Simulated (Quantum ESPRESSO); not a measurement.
The system is LiSiP.

```
CELL_PARAMETERS angstrom
2.02883 -2.15990 0.00000
2.02883 2.15990 0.00000
0.00000 0.00000 5.44505
ATOMIC_POSITIONS crystal
Li 0.50000 0.50000 0.50000
Si 0.50000 0.50000 0.00000
P 0.00000 0.00000 0.00000
```

The cell was built by a generator and needn't be a form met in nature.

Base run:

```yaml
Program: Quantum ESPRESSO 7.5
Functional: PBE
Potentials_or_basis: SSSP 1.3 efficiency PBE
Cutoff: 748 eV
Density_cutoff: 5987 eV
k_mesh: 9 × 9 × 5
Occupations: fermi-dirac, width 0.05 eV
Spin: no spin polarisation
```

Its results: band gap on the k mesh none (metal or under the smearing width); pressure 33.4 GPa.

**Question.** The run is repeated on the same cell with these changes: potentials or basis from SSSP 1.3 efficiency PBE to JTH 2.0 PBE; cutoff from 748 eV to 490 eV; density cutoff from 5987 eV to 2939 eV; occupations from fermi-dirac, width 0.05 eV to cold, width 0.05 eV. What comes out?

**Answer.** Band gap on the k mesh none (metal or under the smearing width); pressure 32.9 GPa.

Caveats: a pressure of tens of GPa on the cell as given is suspect, and the run, the potentials or the cell itself is likely at fault; the cutoff is low for these files, which shifts pressure and relaxed volume (some runs).

Not every run made on this cell is shown here.
